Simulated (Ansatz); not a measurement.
# BaB2Rh2: relaxation and properties

The task, for BaB2Rh2: find the equilibrium cell, see whether it has a gap, which orbitals make up the states near it and how charge is shared and compare with the cell as listed.

Program: Ansatz 0.2.0. Level of theory: DFT r2SCAN, scalar-relativistic, plane waves, PAW. These are calculated values, not measurements.

## Step 1: The system as given

It takes space group I4/mmm (No. 139, tetragonal). The conventional cell has a = 3.915 Å, b = 3.915 Å, c = 11.250 Å, α = 90.00°, β = 90.00°, γ = 90.00°. Ba (site symmetry 4/mmm) is surrounded by 8 Rh at 3.43 Å and 10 B at 3.44 to 3.59 Å and 4 Ba at 3.92 Å. Around B (site symmetry 4mm) lie 4 Rh at 2.11 Å. Around Rh (site symmetry -4m2) lie 4 B at 2.11 Å.

Coordinates:

```
CELL_PARAMETERS angstrom
-1.95750 1.95750 5.62500
1.95750 -1.95750 5.62500
1.95750 1.95750 -5.62500
ATOMIC_POSITIONS crystal
Ba 0.00000 0.00000 0.00000
B 0.31900 0.31900 0.00000
B 0.68100 0.68100 0.00000
Rh 0.75000 0.25000 0.50000
Rh 0.25000 0.75000 0.50000
```

Source of the structure: the Crystallography Open Database.

(A quick probe on a coarse mesh, which set the mesh and smearing, is not shown.)

## Step 3: The relaxation

Input file input.yaml:

```yaml
crystal:
  lattice:
    - [-1.9575, 1.9575, 5.625]
    - [1.9575, -1.9575, 5.625]
    - [1.9575, 1.9575, -5.625]
  atoms:
    - { symbol: Ba, position: [0.0, 0.0, 0.0] }
    - { symbol: B, position: [0.319, 0.319, 0.0] }
    - { symbol: B, position: [0.681, 0.681, 0.0] }
    - { symbol: Rh, position: [0.75, 0.25, 0.5] }
    - { symbol: Rh, position: [0.25, 0.75, 0.5] }
basis:
  ecutwfc: 500
kpoints:
  mp_grid: { grid: [12, 12, 12] }
hamiltonian:
  xc: r2scan
scf:
  occupations: { method: gaussian, width: 0.1 }
output:
  forces: true
  stress: true
  eigenvalues: true
relax:
  adjacent_minimum: "off"
  f_tol: 0.005
  max_steps: 80
  cell: { stress_tol: 0.05 }
```

Started as:

```sh
$ ansatz run input.yaml --threads 1 --pin off --max-ram 2560MiB --backend cpu --events-out ev --progress --plain --runs-dir out
```

The session goes on with these runs: bands, states and charges; back to the database's cell; the listed cell with its atoms relaxed.

Before running it: what results should come out? Wanted: relaxed cell; volume; formation energy; gap; states at the Fermi level; Bader charges; listed cell; listed cell, atoms relaxed.

As calculated:

| quantity | value |
| --- | --- |
| relaxed cell (conventional) | a = 3.908 Å, b = 3.908 Å, c = 11.444 Å, α = 90.00°, β = 90.00°, γ = 90.00° |
| space group (0.01 Å) | I4/mmm (No. 139) |
| volume | 17.48 Å³/atom |
| formation energy (elements from runs with the same settings, not shown) | -0.58 eV/atom |
| gap | none (metal) |
| states at the Fermi level | 0.90 per eV per cell |
| Bader charges | Ba +1.30, B -0.22, Rh -0.43 e |
| listed cell | 2.1 meV/atom above the relaxed cell, 0.4 GPa, gap none (metal) |
| listed cell, atoms relaxed | 1.9 meV/atom above the relaxed cell, 0.8 GPa, gap none (metal) |

**Reading.** The relaxed volume is 1.4 % larger than at the start. Bands cross the Fermi level: a metal at this level of theory. Of the projected weight within 0.25 eV of the Fermi level, the largest part is B 2p (50 %) and Rh 4d (38 %). The projections leave out shells that the potentials don't hold, such as empty d states. Bader charges go up to 1.3 e. Held at the listed cell, the crystal is under 0.8 GPa and lies 1.9 meV/atom higher.
